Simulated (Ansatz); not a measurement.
# CH3ClFOV: the cost of one run

The runs use Ansatz 0.2.0, Gaussian basis; the settings change from run to run.

## (1) The relaxed structure

An earlier PBE0-D4 in a triple-zeta def2 set relaxation fixed the geometry.

SMILES `[CH3][V](=[O])([F])[Cl]`, 8 atoms, charge 0, spin multiplicity 1.

Atoms are counted from 1 here; the program's logs count them from 0.

Bond lengths: C1–V2 1.989 Å, C1–H6 1.093 Å, C1–H7 1.091 Å, C1–H8 1.093 Å, V2–O3 1.547 Å, V2–F4 1.723 Å, V2–Cl5 2.143 Å. Angles: V2–C1–H6 107.3°, V2–C1–H7 109.0°, V2–C1–H8 107.0°, H6–C1–H7 110.3°, H6–C1–H8 111.4°, H7–C1–H8 111.5°, C1–V2–O3 102.8°, C1–V2–F4 107.0°, C1–V2–Cl5 106.5°, O3–V2–F4 111.7°, O3–V2–Cl5 111.3°, F4–V2–Cl5 116.4°.

## (2) B97/pcseg-2

Contents of in.yaml:

```yaml
crystal:
  periodic: [false, false, false]
  atoms:
    - {symbol: C, position_ang: [-0.862356, -0.196630, 0.547874]}
    - {symbol: V, position_ang: [0.789834, 0.069975, -0.526127]}
    - {symbol: O, position_ang: [1.800093, -0.880940, 0.157368]}
    - {symbol: F, position_ang: [0.431038, -0.431246, -2.134623]}
    - {symbol: Cl, position_ang: [1.358404, 2.120292, -0.271951]}
    - {symbol: H, position_ang: [-1.145839, -1.247566, 0.453659]}
    - {symbol: H, position_ang: [-0.652258, 0.047607, 1.590167]}
    - {symbol: H, position_ang: [-1.626716, 0.461409, 0.127832]}
basis:
  gaussian: {orbitals: pcseg-2}
hamiltonian: {xc: {name: B97}}
output: {forces: true}
```

Run with:

```bash
$ ansatz run in.yaml --threads 4 --pin off --events-out ev --progress --plain --max-ram 10444MiB
```

**Question.** How long does this run take on 4 threads of Arm Neoverse N1, shared host, and how much memory does it need?

About 14 s, with a peak of 0.72 GiB.
